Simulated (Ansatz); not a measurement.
# ReSbN (P4/nmm) in Ansatz: further runs

Aim: see how the results for ReSbN move with the level of theory and the settings. Levels: LDA, LDA+U. Tasks: relaxation of cell and atoms.

Program: Ansatz 0.2.0. These are calculated values, not measurements. Logs are shortened: lines on timing, memory, paths and dates and some standing lists are left out, and cuts for length are marked.

## 1. Starting point

The structure is tetragonal, space group P4/nmm (No. 129). The conventional cell has a = 3.432 Å, b = 3.432 Å, c = 8.593 Å, α = 90.00°, β = 90.00°, γ = 90.00°. Around Re (site symmetry 4mm) lie 4 N at 2.03 Å. Sb (site symmetry 4mm) is surrounded by 4 Re at 3.01 Å and 4 N at 3.34 Å and 4 Sb at 3.43 Å. Around N (site symmetry -4m2) lie 4 Re at 2.03 Å.

The cell comes from a database or a generator and needn't be the stable form of this composition.

## 2. Relaxation of cell and atoms, LDA

File input.yaml:

```yaml
crystal:
  lattice:
    - [3.432123, 0.0, 0.0]
    - [0.0, 3.432123, 0.0]
    - [0.0, 0.0, 8.592627]
  atoms:
    - { symbol: Re, position: [0.0, 0.5, 0.873241] }
    - { symbol: Re, position: [0.5, 0.0, 0.126759] }
    - { symbol: Sb, position: [0.0, 0.5, 0.333458] }
    - { symbol: Sb, position: [0.5, 0.0, 0.666542] }
    - { symbol: "N", position: [0.0, 0.0, 0.0] }
    - { symbol: "N", position: [0.5, 0.5, 0.0] }
hamiltonian:
  xc: lda
  pseudopotentials: { kind: paw }
kpoints:
  mp_grid: { grid: [8, 8, 3] }
scf:
  occupations: { method: fermi_dirac, width: 0.05 }
output:
  forces: true
  stress: true
  eigenvalues: true
relax:
  f_tol: 0.01
  max_steps: 40
  cell: { stress_tol: 0.05 }
```

Potentials or basis: Ansatz PAW.

Started as:

```
$ ansatz run input.yaml --threads 2 --pin off --max-ram 5632MiB --backend cpu --events-out ev --progress --plain --runs-dir out
```

Log:

```text
Warning: RAYON_NUM_THREADS=2 ignored (pool sized by the plan → 2); use --threads N
Engine: ansatz 0.2.0, aarch64-unknown-linux-gnu
Pseudopotentials: kind: paw
Pseudopotential: Re, paw, valence charge 15, recommended cutoff 420 eV (normal), Re.paw.azcp
Pseudopotential: Sb, paw, valence charge 15, recommended cutoff 420 eV (normal), Sb.paw.azcp
Pseudopotential: N, paw, valence charge 5, recommended cutoff 420 eV (normal), N.paw.azcp
Functional definition: SPW92
  exchange = slater_x
  correlation = pw_c
Crystal: 6 atoms, lattice volume = 101.217 Å³
Basis set: ecut = 420 eV, 1969 PW (Γ)
Bands: 42, of which v1, the nominal top of the filled ones, is band 35 counted from 1 (34 counted from 0)
Symmetry: 16 space group operations
Space group: P4/nmm (ITA 129), of the structure as read, at distance tolerance 4.7e-5 Å
k-points: 30 of 192
Non-local potential: Re, projectors of the file, l = 0: 3, l = 1: 2, l = 2: 2, l = 3: 1
Non-local potential: Sb, projectors of the file, l = 0: 2, l = 1: 2, l = 2: 2, l = 3: 2
Non-local potential: N, projectors of the file, l = 0: 2, l = 1: 2, l = 2: 1
PAW form: soft (Blöchl's): semilocal exchange-correlation on the pseudo side does not see the compensation charge
PAW frozen core: Re, regenerated for the run's functional, and the local potential with it (the file was generated under x = pbe(κ = 0.804, μ = 0.2195149727645171), c = pbe(β = 0.06672455060314922))
PAW frozen core: Sb, regenerated for the run's functional, and the local potential with it (the file was generated under x = pbe(κ = 0.804, μ = 0.2195149727645171), c = pbe(β = 0.06672455060314922))
PAW frozen core: N, regenerated for the run's functional, and the local potential with it (the file was generated under x = pbe(κ = 0.804, μ = 0.2195149727645171), c = pbe(β = 0.06672455060314922))
PAW one-centre angular grid: Re, 590 points (default); XC on 64 Gauss nodes
PAW one-centre angular grid: Sb, 590 points (default); XC on 64 Gauss nodes
PAW one-centre angular grid: N, 110 points (default); XC on 64 Gauss nodes
Initial density: superposition of atomic densities (neutral atoms: chi_scale 0, normalization atom), corrected by the library's trained network
Initial wavefunctions: pseudopotential atomic-orbital guess
Functional: x = slater, c = lda
SCF iter   1: F=—  HF=-34633.117026 eV  |F-HF|=—  |Δ(HF+E_count)|=         —  Δρ=1.55e-2  dr2=3.87e-1  ethr=1.77e-3  ⟨swp⟩=6.1  Hψ=4675  notcnv=0  defer=2
preconditioner: auto → Resta (q_TF=auto, 2.566 Å⁻¹)  ε∞=8.1  [insulator: Δε(μ)=0.115 eV  Ē_g=8.073 eV  σ=0.050 eV  W_gap=0.50  n_scr=26 (ndim 8)  ℏωp=21.5 eV  f_vac=0.000  D(μ)=1.36/eV (n_scr^D=4)  ε∞_Penn≈8.1]
SCF iter   2: F=—  HF=-34633.069306 eV  |F-HF|=—  |Δ(HF+E_count)|=   4.77e-2  Δρ=6.10e-3  dr2=5.24e-2  ethr=5.53e-4  ⟨swp⟩=1.9  Hψ=1613  notcnv=0  defer=31
SCF iter   3: F=—  HF=-34633.062068 eV  |F-HF|=—  |Δ(HF+E_count)|=   7.24e-3  Δρ=1.38e-3  dr2=1.35e-3  ethr=7.49e-5  ⟨swp⟩=2.0  Hψ=1678  notcnv=0  defer=32
SCF iter   4: F=—  HF=-34633.061827 eV  |F-HF|=—  |Δ(HF+E_count)|=   2.41e-4  Δρ=1.50e-4  dr2=3.04e-5  ethr=1.92e-6  ⟨swp⟩=2.0  Hψ=1670  notcnv=0  defer=32
SCF iter   5: F=—  HF=-34633.061820 eV  |F-HF|=—  |Δ(HF+E_count)|=   6.81e-6  Δρ=3.40e-5  dr2=1.59e-6  ethr=4.34e-8  ⟨swp⟩=2.1  Hψ=1717  notcnv=0  defer=32
SCF iter   6: F=-34633.061820 eV  HF=-34633.061820 eV  |F-HF|=5.93e-8  |Δ(HF+E_count)|=   3.51e-7  Δρ=9.01e-6  dr2=8.65e-8  ethr=1.43e-10  ⟨swp⟩=9.3  Hψ=5679  notcnv=0
SCF 1 converged in 6 iterations: F = -34633.061820 eV  dr2 = 8.65e-8
relax step   1: F+E_penalty+E_count = -34633.06181979 eV  Δ(F+E_penalty+E_count) = +0.000e0 eV  max|allowed force component| = 1.006e0 eV/Å  Δτ_max = 0.0000 Å  P = -10.248 GPa  Ω = 101.217 Å³  (6 SCF iters, dr2 threshold 1.00e-7 eV, accepted)
Crystal: 6 atoms, lattice volume = 91.811 Å³
Basis set: ecut = 420 eV, 1811 PW (Γ)
Initial density: handed on by an earlier stage of this run
Initial wavefunctions: those handed on with the density
iter 1 solved again at ethr=1.81e-4 eV; its pass at ethr=3.10e-3 eV (dr2=1.27e-1 eV) is discarded
SCF iter   1: F=—  HF=-34633.127573 eV  |F-HF|=—  |Δ(HF+E_count)|=         —  Δρ=9.57e-3  dr2=1.28e-1  ethr=1.81e-4  ⟨swp⟩=1.7  Hψ=5999  notcnv=0
preconditioner: auto → Kerker (q_TF=auto, 2.608 Å⁻¹)  [metal: Δε(μ)=0.069 eV  Ē_g=8.743 eV  σ=0.050 eV  W_gap=0.32  n_scr=26 (ndim 8)  ℏωp=22.6 eV  f_vac=0.000  D(μ)=2.24/eV (n_scr^D=16)]
SCF iter   2: F=—  HF=-34633.114513 eV  |F-HF|=—  |Δ(HF+E_count)|=   1.31e-2  Δρ=4.98e-3  dr2=5.92e-2  ethr=1.81e-4  ⟨swp⟩=1.6  Hψ=1331  notcnv=0
SCF iter   3: F=—  HF=-34633.105807 eV  |F-HF|=—  |Δ(HF+E_count)|=   8.71e-3  Δρ=1.06e-3  dr2=6.01e-3  ethr=8.45e-5  ⟨swp⟩=1.7  Hψ=1343  notcnv=0
SCF iter   4: F=—  HF=-34633.104886 eV  |F-HF|=—  |Δ(HF+E_count)|=   9.21e-4  Δρ=3.69e-4  dr2=2.66e-4  ethr=8.58e-6  ⟨swp⟩=2.0  Hψ=1432  notcnv=0
SCF iter   5: F=—  HF=-34633.104858 eV  |F-HF|=—  |Δ(HF+E_count)|=   2.74e-5  Δρ=8.04e-5  dr2=1.13e-5  ethr=3.80e-7  ⟨swp⟩=2.0  Hψ=1490  notcnv=0
SCF iter   6: F=—  HF=-34633.104856 eV  |F-HF|=—  |Δ(HF+E_count)|=   2.04e-6  Δρ=2.50e-5  dr2=1.98e-6  ethr=1.61e-8  ⟨swp⟩=2.0  Hψ=1666  notcnv=0
[... 87 lines left out ...]
iter 5 did not close the SCF: its close was put off for the readings that it lacked (scf_convergence_deferred on its scf_iter line)
SCF iter   5: F=-34633.250664 eV  HF=-34633.250664 eV  |F-HF|=7.28e-12  |Δ(HF+E_count)|=  7.28e-12  Δρ=1.56e-8  dr2=2.03e-13  ethr=1.00e-12  ⟨swp⟩=1.0  Hψ=1260  notcnv=0
iter 6 did not close the SCF: its close was put off for the readings that it lacked (scf_convergence_deferred on its scf_iter line)
SCF iter   6: F=-34633.250664 eV  HF=-34633.250664 eV  |F-HF|=1.46e-11  |Δ(HF+E_count)|=  7.28e-12  Δρ=5.90e-9  dr2=3.61e-14  ethr=1.00e-12  ⟨swp⟩=1.0  Hψ=1260  notcnv=0
SCF iter   7: F=-34633.250664 eV  HF=-34633.250664 eV  |F-HF|=7.28e-12  |Δ(HF+E_count)|=  1.46e-11  Δρ=5.31e-10  dr2=2.90e-16  ethr=1.00e-12  ⟨swp⟩=1.9  Hψ=2721  notcnv=0
SCF 9 converged in 7 iterations: F = -34633.250664 eV  dr2 = 2.90e-16
relax step   9: F+E_penalty+E_count = -34633.25066388 eV  Δ(F+E_penalty+E_count) = +1.765e-4 eV  max|allowed force component| = 2.181e-3 eV/Å  Δτ_max = 0.0000 Å  P = -0.011 GPa  Ω = 95.365 Å³  stress off target by 3.15e-2 GPa  SCF on the basis re-selected at this cell (its energy is not comparable with the rows above)  (7 SCF iters)
basis re-selected at this cell: Δ(F+E_penalty+E_count) = +1.765e-4 eV, ΔP = -0.001 GPa vs the last step (what re-selecting the basis moved, of the pressure what is left beyond the Pulay correction that the steps carried, after the strain that the cell walked since its last selection, with what the two solves' SCF thresholds leave and, on support functions, any second-order correction that the steps lacked; it is no measure of the basis error at this ecutwfc). This SCF's stress stands 3.15e-2 GPa from its target on what of the cell is left free (relax.cell.stress_tol is 5.00e-2 GPa) and its largest allowed force component is 2.18e-3 eV/Å (relax.f_tol is 1.00e-2 eV/Å): within both
SCF converged after 7 iterations
Free energy (F): -34633.250664 eV
Harris-Foulkes:  -34633.250664 eV  (|F-HF|=7.28e-12)
Internal energy: -34633.238402 eV  (E = F + TS)
E sigma→0 (E₀):  -34633.244533 eV
Entropy (-TS):   -0.012262 eV (-2.044 meV/atom)
Fermi energy:    15.199367 eV
--- Per-component energies (eV) ---
  E_band       = -545.984722
  E_kinetic    = 1768.083240
  E_local      = -6403.580801  (includes V_loc(G=0)·N_el)
  E_nonlocal   = 938.735871
  E_hartree    = 2718.033106
  E_xc         = -1196.931819
  E_vxc        = -956.814942  (∫ρ·V_xc dr)
  E_paw        = -25894.119403  (= ΣΔE_a)
  E_vpaw       = -1328.474340  (= ΣTr[D̂ρ^β])
  E_aug_tail   = 0.000037  (compensation charges beyond the density's cutoff)
  E_ewald      = -6565.374521
  E_core_change = 1.915887  (= ΣΔE_core)
  E_smearing   = -0.012262  (= −TS)
  E_closure    = 0.000000  (closes the sum)
  Σ components = -34633.250664   (vs F -34633.250664, Δ=0.00e0)
--- Forces (eV/Å), atoms counted from 1 ---
  atom   1  Re     0.00000000     0.00000000     0.00218128
  atom   2  Re     0.00000000     0.00000000    -0.00218128
  atom   3  Sb     0.00000000     0.00000000     0.00067097
  atom   4  Sb     0.00000000     0.00000000    -0.00067097
  atom   5  N      0.00000000     0.00000000     0.00000000
  atom   6  N      0.00000000     0.00000000     0.00000000
  max |Σ_I F_I| component: 0.00e0 eV/Å
--- Stress (GPa, compression-positive) ---
       -0.000575       0.000000       0.000000
        0.000000      -0.000575       0.000000
        0.000000       0.000000      -0.031503
  P = ⅓ Tr σ = -0.0109 GPa (-0.109 kbar)
--- Band table (eV; the first three rows and the last of 30) ---
  k-point 0: bands = ["-65.2849", "-65.2726", "-27.2921", "-27.2921", "-27.2263", "-27.2077", "-27.2077", "-27.0418", "-13.5411", "-13.5355", "-13.4627", "-13.4583", "-13.4310", "-13.4304", "-13.4304", "-13.4269", "-13.4147", "-13.4147", "-2.6867", "0.3605", "3.8641", "3.9218", "7.0504", "7.0504", "7.5672", "7.8156", "11.1823", "11.4093", "11.4093", "13.9272", "14.2935", "15.1454", "15.4866", "15.5797", "15.5797", "16.3290", "16.8743", "16.8910", "16.8910", "20.2425", "20.2425", "20.3088"]
  k-point 1: bands = ["-65.2849", "-65.2726", "-27.2921", "-27.2921", "-27.2263", "-27.2077", "-27.2077", "-27.0418", "-13.5411", "-13.5355", "-13.4627", "-13.4583", "-13.4309", "-13.4305", "-13.4305", "-13.4270", "-13.4147", "-13.4147", "-2.6846", "0.3604", "3.3257", "4.7838", "6.9234", "7.0508", "7.0508", "7.8150", "11.3981", "11.3981", "12.0838", "13.7400", "13.9272", "15.1454", "15.6706", "15.8451", "15.8451", "16.3253", "16.3436", "16.5689", "16.5689", "19.6227", "19.6227", "20.1371"]
  k-point 2: bands = ["-65.2840", "-65.2727", "-27.3087", "-27.2878", "-27.2604", "-27.2098", "-27.1850", "-27.0441", "-13.5330", "-13.5278", "-13.4656", "-13.4616", "-13.4341", "-13.4296", "-13.4266", "-13.4248", "-13.4178", "-13.4152", "-2.5427", "0.2759", "4.0073", "4.1277", "7.0991", "7.1324", "7.8542", "7.9027", "10.7815", "10.9423", "12.0565", "13.7514", "14.1477", "14.1939", "14.5770", "15.9916", "16.0090", "16.3568", "16.5778", "17.0008", "17.0279", "19.0786", "19.7101", "20.3407"]
  k-point 29: bands = ["-65.2733", "-65.2733", "-27.4280", "-27.4280", "-27.2835", "-27.2835", "-27.1090", "-27.1090", "-13.5040", "-13.5040", "-13.4546", "-13.4546", "-13.4309", "-13.4309", "-13.4254", "-13.4254", "-13.3878", "-13.3878", "-0.4261", "-0.4261", "5.6832", "5.6832", "8.1908", "8.1908", "10.4799", "10.4799", "10.8808", "10.8808", "11.2394", "11.2394", "11.6049", "11.6049", "13.6972", "13.6972", "14.7032", "14.7032", "16.0935", "16.0935", "17.1308", "17.1308", "18.0131", "18.0131"]
--- Relaxed structure (7 steps of the walk, 7 accepted, 2 SCFs on fresh bases) ---
  F+E_penalty+E_count = -34633.25066388 eV   max|allowed force component| = 2.181e-3 eV/Å   (the final SCF, on the basis selected at the relaxed cell)
  cell:  # Å, volume = 95.3654 Å³
    - [3.3667734221793526, 2.406777622286861e-33, 0.0]
    - [2.406777622286861e-33, 3.3667734221793526, 0.0]
    - [0.0, 0.0, 8.413235236191339]
  atoms:
    - { symbol: Re, position: [-3.74098858420329e-35, 0.5, 0.8725564490505957] }
    - { symbol: Re, position: [0.5, -1.1690589325635015e-36, 0.1274435509494043] }
    - { symbol: Sb, position: [1.3619536564365147e-34, 0.5, 0.33402329647491075] }
    - { symbol: Sb, position: [0.5, -2.221211971870704e-35, 0.6659767035250891] }
    - { symbol: N, position: [-8.124959581316537e-35, 5.8452946628176516e-36, 4.037702267250297e-19] }
    - { symbol: N, position: [0.5, 0.5, 4.037702267250301e-19] }
```

It took 36 s on 2 threads of Arm Neoverse V1, shared host; peak memory 0.43 GiB.

What came out:

| Quantity | Value |
| --- | --- |
| Free energy | -34633.2507 eV |
| Relaxed volume | 15.89 Å³/atom |
| Relaxed cell | a = 3.367 Å, b = 3.367 Å, c = 8.413 Å, α = 90.00°, β = 90.00°, γ = 90.00° |
| Space group after relaxing (to 0.05 Å) | P4/nmm (No. 129) |
| Energy gained by relaxing | 31.5 meV/atom |
| Ionic steps | 9 |
| Pressure after relaxing | 0.0 GPa |
| Band gap on the k mesh | none (metal or under the smearing width) |

Forces in eV/Å, atoms in the order of the input:
```
Re   0.000  0.000  0.002
Re   0.000  0.000 -0.002
Sb   0.000  0.000  0.001
Sb   0.000  0.000 -0.001
N    0.000  0.000  0.000
N    0.000  0.000  0.000
```

Step by step:
| step | energy change (eV) | largest force (eV/Å) | volume (Å³) |
| --- | --- | --- | --- |
| 1 | 0.0000 | 1.0057 | 101.22 |
| 2 | -0.0430 | 1.0415 | 91.81 |
| 3 | -0.1916 | 0.2110 | 95.13 |
| 4 | -0.1905 | 0.1898 | 96.30 |
| 5 | -0.1973 | 0.0148 | 95.46 |
| 6 | -0.1973 | 0.0002 | 95.47 |
| 7 | -0.1888 | 0.0006 | 95.47 |
| 8 | -0.1890 | 0.0022 | 95.37 |
| 9 | -0.1888 | 0.0022 | 95.37 |

Final structure:
```
Re Sb N
1.0
     3.36677    0.00000    0.00000
     0.00000    3.36677    0.00000
     0.00000    0.00000    8.41324
Re Sb N
2 2 2
Cartesian
  0.0000 1.6834 7.3410
  1.6834 0.0000 1.0722
  0.0000 1.6834 2.8102
  1.6834 0.0000 5.6030
  0.0000 0.0000 0.0000
  1.6834 1.6834 0.0000
```

Caveat: the plane-wave basis is chosen anew once the cell has moved, so the energies of steps on either side of that aren't comparable; the pressure holds a Pulay correction of +0.3 GPa for the finite cutoff; the PAW data sets come from PBE, with cores solved anew for the run's functional, which leaves a small shift of forces and pressure. The run has no spin-orbit coupling, so splittings on Re, Sb are missing.

## 3. Relaxation of cell and atoms, LDA+U

input.yaml, as its differences from that of step 2:

```diff
@@ -15,2 +15,3 @@
   pseudopotentials: { kind: paw }
+  hubbard: { sites: [{ species: Re, l: d, u_eff: 1.0 }] }
 kpoints:
@@ -23,2 +24,6 @@
   eigenvalues: true
+  write_density: true
+  write_potential: true
+  elf: true
+  volumetric_format: npy
 relax:
```

Potentials or basis: Ansatz PAW.

Started as:

```
$ ansatz run input.yaml --threads 2 --pin off --max-ram 5632MiB --backend cpu --events-out ev --progress --plain --runs-dir out
```

It took 45 s on 2 threads of Arm Neoverse V1, shared host; peak memory 0.53 GiB.

It converged, with:

```
Free energy                            : -34630.9357 eV
Relaxed volume                         : 15.87 Å³/atom
Relaxed cell                           : a = 3.367 Å, b = 3.367 Å, c = 8.400 Å, α = 90.00°, β = 90.00°, γ = 90.00°
Space group after relaxing (to 0.05 Å) : P4/nmm (No. 129)
Energy gained by relaxing              : 32.1 meV/atom
Ionic steps                            : 8
Pressure after relaxing                : 0.0 GPa
Largest force after relaxing           : 0.006 eV/Å
Band gap on the k mesh                 : none (metal or under the smearing width)
```

Forces on the atoms (eV/Å):
```
Re   0.000  0.000  0.006
Re   0.000  0.000 -0.006
Sb   0.000  0.000  0.000
Sb   0.000  0.000  0.000
N    0.000  0.000  0.000
N    0.000  0.000  0.000
```

Step by step:
```tsv
step	energy change (eV)	largest force (eV/Å)	volume (Å³)
1	0.0000	0.9805	101.22
2	-0.0448	1.0187	91.48
3	-0.1973	0.1648	95.32
4	-0.1969	0.1465	95.94
5	-0.2012	0.0054	95.35
6	-0.1926	0.0061	95.35
7	-0.1930	0.0057	95.20
8	-0.1926	0.0057	95.20
```

Final structure:
```
Re Sb N
1.0
     3.36653    0.00000    0.00000
     0.00000    3.36653    0.00000
     0.00000    0.00000    8.39985
Re Sb N
2 2 2
Direct
  0.00000 0.50000 0.87231
  0.50000 0.00000 0.12769
  0.00000 0.50000 0.33431
  0.50000 0.00000 0.66569
  0.00000 0.00000 0.00000
  0.50000 0.50000 0.00000
```

Levels at points of the mesh, in eV from the Fermi level:
```csv
k point,band 31,band 32,band 33,band 34,band 35,band 36,band 37,band 38,band 39,band 40
"(0.00, 0.00, 0.00)",-0.97,-0.12,0.29,0.43,0.43,1.29,1.73,1.77,1.77,5.13
"(0.00, -0.50, 0.00)",-2.09,-2.09,-1.19,-1.19,0.22,0.22,2.54,2.54,3.51,3.51
"(-0.50, -0.50, 0.00)",-3.43,-3.43,-1.78,-1.78,-0.48,-0.48,1.24,1.24,2.61,2.61
```

Eigenvalues of the final occupation matrices:
```tsv
site	spin	trace	eigenvalues
site 1	1	2.86	0.42 0.51 0.51 0.71 0.72
site 2	1	2.86	0.42 0.51 0.51 0.71 0.72
```

Caveat: the plane-wave basis is chosen anew once the cell has moved, so the energies of steps on either side of that aren't comparable; the pressure holds a Pulay correction of +0.3 GPa for the finite cutoff; U without spin polarisation on a metal has little footing; the PAW data sets come from PBE, with cores solved anew for the run's functional, which leaves a small shift of forces and pressure. Spin-orbit coupling is left out, which matters for the levels of Re, Sb.

## 4. Relaxation of cell and atoms, LDA+U

input.yaml, as its differences from that of step 3:

```diff
@@ -15,3 +15,3 @@
   pseudopotentials: { kind: paw }
-  hubbard: { sites: [{ species: Re, l: d, u_eff: 1.0 }] }
+  hubbard: { sites: [{ species: Re, l: d, u_eff: 2.0 }] }
 kpoints:
@@ -24,6 +24,2 @@
   eigenvalues: true
-  write_density: true
-  write_potential: true
-  elf: true
-  volumetric_format: npy
 relax:
```

Started as:

```
$ ansatz run input.yaml --threads 2 --pin off --max-ram 5632MiB --backend cpu --events-out ev --progress --plain --runs-dir out
```

It took 40 s on 2 threads of Arm Neoverse V1, shared host; peak memory 0.52 GiB.

The run converged. Its results:

```yaml
Free_energy: -34628.6453 eV
Relaxed_volume: 15.84 Å³/atom
Relaxed_cell: a = 3.367 Å, b = 3.367 Å, c = 8.383 Å, α = 90.00°, β = 90.00°, γ = 90.00°
Space_group_after_relaxing_to_0.05_Å: P4/nmm (No. 129)
Energy_gained_by_relaxing: 32.5 meV/atom
Ionic_steps: 8
Pressure_after_relaxing: 0.0 GPa
Band_gap_on_the_k_mesh: none (metal or under the smearing width)
```

Step by step:
```tsv
step	energy change (eV)	largest force (eV/Å)	volume (Å³)
1	0.0000	0.9455	101.22
2	-0.0441	1.0026	91.13
3	-0.2003	0.1229	95.49
4	-0.2022	0.0886	95.47
5	-0.2040	0.0064	95.11
6	-0.1951	0.0065	95.11
7	-0.1952	0.0002	95.03
8	-0.1951	0.0001	95.03
```

Final structure:
```xyz
6
Lattice="3.3669 0.0000 0.0000 0.0000 3.3669 0.0000 0.0000 0.0000 8.3829" Properties=species:S:1:pos:R:3 pbc="T T T"
Re    0.0000    1.6835    7.3102
Re    1.6835    0.0000    1.0728
Sb    0.0000    1.6835    2.8050
Sb    1.6835    0.0000    5.5779
N     0.0000    0.0000    0.0000
N     1.6835    1.6835    0.0000
```

Levels at points of the mesh, in eV from the Fermi level:
```
             k point  band 32  band 33  band 34  band 35  band 36  band 37  band 38  band 39
  (0.00, 0.00, 0.00)    -0.21     0.29     0.48     0.48     1.45     1.80     1.84     1.84
 (0.00, -0.50, 0.00)    -2.03    -1.22    -1.22     0.20     0.20     2.67     2.67     3.60
(-0.50, -0.50, 0.00)    -3.25    -1.80    -1.80    -0.56    -0.56     1.32     1.32     2.72
```

Eigenvalues of the final occupation matrices:
```tsv
site	spin	trace	eigenvalues
site 1	1	2.87	0.41 0.50 0.50 0.72 0.74
site 2	1	2.87	0.41 0.50 0.50 0.72 0.74
```

Caveat: the plane-wave basis is chosen anew once the cell has moved, so the energies of steps on either side of that aren't comparable; the pressure holds a Pulay correction of +0.3 GPa for the finite cutoff; U without spin polarisation on a metal has little footing; the PAW data sets come from PBE, with cores solved anew for the run's functional, which leaves a small shift of forces and pressure.

## 5. Overview

```csv
level,U,hubbard projectors,double counting,gap on the mesh (eV),pressure (GPa),relaxed volume (Å³/atom)
LDA,-,-,-,none,0.0,15.89
LDA+U,Re d U = 1 eV,ortho-atomic (the default),fll (the default),none,0.0,15.87
LDA+U,Re d U = 2 eV,ortho-atomic (the default),fll (the default),none,0.0,15.84
```

Alike in all rows: task relaxation of cell and atoms; potentials or basis Ansatz PAW; no spin polarisation; cell relaxed; k mesh 8 × 8 × 3; cutoff (eV) 420; smearing fermi-dirac 0.05 eV.

Caveats: the plane-wave basis is chosen anew once the cell has moved, so the energies of steps on either side of that aren't comparable; the PAW data sets come from PBE, with cores solved anew for the run's functional, which leaves a small shift of forces and pressure; U without spin polarisation on a metal has little footing (some runs).

Absolute energies hang on the potentials; compare differences alone.
